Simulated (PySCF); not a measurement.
# Cl4Mo (MoCl4): the cost of one run

Computed with PySCF 2.14.0 and routines of our own; the level stands in each step. Atoms count from 0.

## 1. The system as given

5 atoms, charge 0, multiplicity 3; geometry from: GFN2-xTB.

## 2. Open-shell or spin-flip excitations: unrestricted TDDFT PBE0/def2-SVP Mo:def2-TZVP

Job settings and geometry (Å):

```
{"job": {"kind": "uabs", "xc": "PBE0", "basis": {"default": "def2-SVP", "Mo": "def2-TZVP"}, "nstates": 15, "tda": false, "pol": false}, "charge": 0, "multiplicity": 3}
Mo     0.021020    -0.005320     0.011200
Cl     0.016510    -0.017330     2.248190
Cl     2.122300     0.018530    -0.751040
Cl    -1.077430     1.801350    -0.742650
Cl    -1.082390    -1.797230    -0.765700
```

Level: unrestricted TDDFT PBE0/def2-SVP Mo:def2-TZVP, vertical, gas phase, core orbitals frozen in the response.

Started as:

```sh
OMP_NUM_THREADS=1 python excited_run.py task.json out
```

The driver reads the jobs from task.json and runs them one after another.

Q: Estimate the wall time and peak memory of this first job on 1 thread of Arm Neoverse N1, shared host.

About 89 s, with a peak of 0.46 GiB.
